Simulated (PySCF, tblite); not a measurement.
**Cl₂FGe₂H₃, a small molecule taken as a stand-in for a surface group (Ge site with back bonds [GeH3], F, Cl): NMR shifts, core binding energies and electronic excitations**

Wanted: the NMR shifts, core binding energies and electronic excitations for `[F][Ge]([Cl])([Cl])[GeH3]`.

Programs: tblite 0.8.0 and PySCF 2.14.0. All values are calculated, for the isolated system unless a continuum is named. Atoms count from 0, parts from 1.

## Step 1: The system as given

8 atoms, charge 0, multiplicity 1; geometry: distance geometry start.

## Step 2: Geometry optimisation with GFN2-xTB

What the job is given:

```
{"job": {"kind": "relax", "xc": "GFN2-xTB", "basis": "xTB"}, "charge": 0, "multiplicity": 1}
Ge     0.925085     0.937330     0.016972
Ge     1.072936     1.169021    -2.375071
F      1.582754    -0.619092     0.498163
Cl     2.134526     2.573546     0.976098
Cl    -1.186088     1.065271     0.679597
H      2.289760     0.395055    -2.860834
H      1.208666     2.620288    -2.728838
H     -0.149812     0.570774    -2.997843
```

Method: GFN2-xTB geometry optimisation, gas phase.

Started as:

```
$ OMP_NUM_THREADS=1 python cluster_run.py task.json out
```

One launch serves the whole session: the jobs run in the order shown.

**Question.** The jobs that follow are: PBE0-D3(BJ)/def2-SVP geometry optimisation, gas phase; GIAO PBE0/pcSseg-2 NMR shielding, non-relativistic, gas phase; delta-SCF UKS SCAN, pcX-2 on the ionised atom, pcseg-1 elsewhere, spin-free X2C; TDDFT CAM-B3LYP/def2-SVPD, vertical, gas phase, core orbitals frozen in the response. Predict: point group; rotational constants (main isotopes); 1H shifts against TMS (PBE0/pcSseg-2, means over atoms taken as alike); 73Ge shifts against GeMe4 (PBE0/pcSseg-2); 19F shifts against CFCl3 (PBE0/pcSseg-2); 35Cl shifts against HCl (PBE0/pcSseg-2, means over atoms taken as alike); potential on the surface of density 0.002 e/bohr³, 1st and 99th percentile; F1s binding energies, SCAN/pcX-2; Cl2p binding energies, SCAN/pcX-2; lowest singlet (CAM-B3LYP/def2-SVPD); lowest triplet; vertical ionisation energy (ΔSCF); vertical electron affinity (ΔSCF).

The runs gave:

```
                                                                  quantity                        value
                                                               point group                           Cs
                                      rotational constants (main isotopes)         1.60, 0.89, 0.75 GHz
    1H shifts against TMS (PBE0/pcSseg-2, means over atoms taken as alike)               4.11, 4.03 ppm
                                 73Ge shifts against GeMe4 (PBE0/pcSseg-2)                110, -290 ppm
                                  19F shifts against CFCl3 (PBE0/pcSseg-2)                   -111.7 ppm
  35Cl shifts against HCl (PBE0/pcSseg-2, means over atoms taken as alike)                      160 ppm
potential on the surface of density 0.002 e/bohr³, 1st and 99th percentile           -1.02 V and 1.54 V
                                          F1s binding energies, SCAN/pcX-2                 F2 691.60 eV
                                         Cl2p binding energies, SCAN/pcX-2                Cl3 206.53 eV
                                      lowest singlet (CAM-B3LYP/def2-SVPD)  6.61 eV (188 nm), f = 0.355
                                                            lowest triplet                      5.65 eV
                                         vertical ionisation energy (ΔSCF)                     11.02 eV
                                         vertical electron affinity (ΔSCF)                      0.02 eV
```

What this shows: The start of the PBE0/def2-SVP relaxation was shaken at random by about 0.01 Å, so part of the energy gained, and of the first lengths quoted, undoes that. Over 12 steps the energy fell by 0.128 eV; of the close pairs, Ge1–H7 changed most, 1.478 to 1.533 Å (PBE0/def2-SVP). Hydrogens of an XH3 group are listed apart at this fixed geometry; free rotation makes them one line at their mean. At PBE0/pcSseg-2: The largest span, 375 ppm, is at Cl3, Cl4, where the paramagnetic term is -367 ppm. At PBE0/pcSseg-2, counted by nearest atom on the grid, the HOMO lies on Cl3, Cl4 about 24 % each; Ge0, Ge1 about 17 % each, the LUMO on Ge0 28 %; Cl3, Cl4 about 16 % each. The lowest singlet, at 6.61 eV, is HOMO→LUMO 0.89 and is bright. The lowest triplet lies 0.95 eV below the lowest singlet (triplets in Tamm-Dancoff, singlets in full TDDFT). ΔSCF puts the ionisation energy at 11.02 eV, 0.81 eV above −ε(HOMO). Spin-orbit coupling is left out, which matters for shieldings and couplings at and beside the heavy atoms.
